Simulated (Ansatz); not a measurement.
The system is Hf2Pd2Se2Br2O3.

```xyz
11
Lattice="7.6772 -1.7097 0.0000 7.6772 1.7097 0.0000 -3.9994 0.0000 12.5875" Properties=species:S:1:pos:R:3 pbc="T T T"
Hf   -2.9113    0.0000   11.8142
Hf    3.1781    0.0000    9.0241
Pd   10.6418    0.0000    6.1724
Pd    9.3695    0.0000    3.2341
Se    0.5754    0.0000    1.9429
Se    1.5781    0.0000    5.1861
Br    2.5312    0.0000   12.0186
Br    8.7231    0.0000    8.9811
O     3.8731    0.0000    7.2848
O     5.7273    0.0000   11.6684
O    11.7666    0.0000    9.7970
```

The cell was built by a generator and needn't be a form met in nature.

| Item | Value |
| --- | --- |
| Program | Ansatz 0.2.0 |
| Task | single point |
| Functional | PBE |
| Potentials or basis | Ansatz PAW |
| Cutoff | 420 eV (not typed: the program's choice for these potentials) |
| k mesh | 8 × 8 × 2 |
| Occupations | fermi-dirac, width 0.05 eV |
| Spin | no spin polarisation |

On this cell: pressure 0.0 GPa; largest force 0.006 eV/Å; band gap on the k mesh 0.84 eV, indirect (least direct gap 0.88 eV).

The same run follows on a disturbed copy (atoms moved at random, drawn with an rms of 0.05 Å):

```xyz
11
Lattice="7.6772 -1.7097 0.0000 7.6772 1.7097 0.0000 -3.9994 0.0000 12.5875" Properties=species:S:1:pos:R:3 pbc="T T T"
Hf   -2.9314    0.0171   11.7784
Hf    3.1503   -0.0246    9.0002
Pd   10.6425   -0.0452    6.1533
Pd    9.3714   -0.0130    3.2428
Se    0.5888   -0.0483    1.9586
Se    1.6258    0.0061    5.1600
Br    2.5152   -0.0079   12.0279
Br    8.7513   -0.0454    8.9728
O     3.8509    0.0290    7.3336
O     5.7184    0.0224   11.6397
O    11.7555    0.0323    9.7888
```

**Question.** What changes?

**Answer.** The energy moves by +12.1 meV/atom; pressure 1.1 GPa; largest force 1.936 eV/Å; band gap on the k mesh 0.86 eV, indirect (least direct gap 0.89 eV).

Forces in eV/Å, atoms in the order of the input:
```
Hf   0.117  0.069  0.141
Hf  -0.242  0.383  1.848
Pd   0.364  0.582  0.150
Pd   0.198 -0.269 -0.134
Se  -0.134  0.331 -0.223
Se  -0.421 -0.409  0.000
Br   0.049  0.044  0.032
Br  -0.488  0.119 -0.049
O    0.687 -0.182 -1.801
O   -0.127 -0.112  0.048
O   -0.003 -0.556 -0.012
```

Stress tensor (GPa, compression positive):
```
 0.95 -0.43 -0.29
-0.43  0.58 -0.22
-0.29 -0.22  1.91
```

Caveats: spin-orbit coupling is left out, which moves the levels of the heavy elements.

A k mesh can miss the band edges.
